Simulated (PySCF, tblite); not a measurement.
# C₅H₁₂FPSi₂: geometry, infrared bands and NMR shifts

Wanted: the infrared bands and NMR shifts of C₅H₁₂FPSi₂ (`C=C[C@@H]1C[C@H]1[SiH2]P[SiH2]F`), by calculation.

The runs use tblite 0.8.0 and PySCF 2.14.0, with density-fitted response routines of our own; the level of theory stands in each step. All values are computed, except where a source is named. Atoms count from 0, in the outputs and in this text.

## (1) The starting structure

21 atoms, charge 0, multiplicity 1; geometry from: force field or distance geometry start.

Bonds of the start (Å): C0–C1 1.32, C1–C2 1.48, C2–C3 1.53, C3–C4 1.51, C4–Si5 1.86, Si5–P6 2.21, P6–Si7 2.23, Si7–F8 1.69, C4–C2 1.49, C0–H9 1.09, C0–H10 1.10, C1–H11 1.09, C2–H12 1.12, C3–H13 1.11, C3–H14 1.11, C4–H15 1.10, Si5–H16 1.49, Si5–H17 1.47, P6–H18 1.46, Si7–H19 1.49, Si7–H20 1.47.

## (2) Relaxing the molecule with GFN2-xTB

What the job is given:

```
{"job": {"kind": "relax", "xc": "GFN2-xTB", "basis": "xTB"}, "charge": 0, "multiplicity": 1}
C     -3.924800    -0.386500     0.837100
C     -2.643000    -0.680700     0.884500
C     -1.551500     0.204000     0.410600
C     -1.736100     0.717200    -1.020600
C     -0.633400    -0.254300    -0.676500
Si     1.061500     0.517800    -0.592200
P      2.664500    -0.997800    -0.679700
Si     4.510400    -0.011500     0.077500
F      4.958100     1.248300    -0.953300
H     -4.313500     0.549600     0.430800
H     -4.650500    -1.117400     1.224500
H     -2.371300    -1.643200     1.323900
H     -1.096700     0.885300     1.176100
H     -2.666100     0.367200    -1.505500
H     -1.451400     1.783900    -1.111800
H     -0.744100    -1.266500    -1.103200
H      1.123700     1.300500     0.669300
H      1.248500     1.406200    -1.742600
H      2.314200    -2.155900     0.135300
H      5.660100    -0.960500     0.066000
H      4.232600     0.511200     1.421600
```

Command:

```console
OMP_NUM_THREADS=1 python probes_run.py task.json out
```

The driver reads the jobs from task.json and runs them one after another.

**Question.** This job is followed by: GFN2-xTB harmonic vibrations, gas phase; GIAO PBE0/pcSseg-1 NMR shielding, non-relativistic, gas phase. Predict these results of the whole session: strongest single infrared mode (GFN2-xTB); zero-point energy (GFN2-xTB); ¹³C shifts against TMS (PBE0/pcSseg-1); ¹H shifts against TMS (PBE0/pcSseg-1); ²⁹Si shifts against TMS (PBE0/pcSseg-1); ³¹P shifts against H3PO4 (PBE0/pcSseg-1); ¹⁹F shifts against CFCl3 (PBE0/pcSseg-1); surface potential, 1st and 99th percentile.

As calculated:

```
                                 quantity                                                                       value
strongest single infrared mode (GFN2-xTB)                                                        704 cm⁻¹, 369 km/mol
             zero-point energy (GFN2-xTB)                                                               93.0 kcal/mol
   ¹³C shifts against TMS (PBE0/pcSseg-1)                                          150.0, 114.4, 22.0, 21.1, 15.3 ppm
    ¹H shifts against TMS (PBE0/pcSseg-1)  6.85, 5.85, 5.79, 5.18, 4.94, 4.55, 4.22, 1.12, 1.12, 0.91, 0.27, 0.06 ppm
  ²⁹Si shifts against TMS (PBE0/pcSseg-1)                                                             20.3, -33.9 ppm
 ³¹P shifts against H3PO4 (PBE0/pcSseg-1)                                                                  -311.2 ppm
 ¹⁹F shifts against CFCl3 (PBE0/pcSseg-1)                                                                  -233.7 ppm
    surface potential, 1st and 99th percentile                                                          -1.11 V and 1.35 V
```

Over 171 steps the energy fell by 0.826 eV; of the close pairs, Si7–F8 changed most, 1.688 to 1.610 Å. All 57 modes are real, so the xTB geometry is a minimum. The strongest single mode, at 704 cm⁻¹, is carried by H20, H19, H18, H17. GFN2-xTB is a fitted tight-binding method: band positions and strengths are rough. Its intensities can rank the bands wrongly. The most deshielded carbon is C1 (alkene CH), at 150.0 ppm: as expected for a trigonal carbon in a double bond. The most deshielded hydrogen is H11 (hydrogen on an alkene CH), at 6.85 ppm: attached to an sp2 carbon and in the plane of the double bond. At PBE0/pcSseg-1: The largest span, 244 ppm, is at C1, where the paramagnetic term is -215 ppm. At PBE0/pcSseg-1, counted by nearest atom on the grid, the HOMO lies on C0 31 %; C1 20 %, the LUMO on Si7 21 %; H19, H20 about 13 % each.
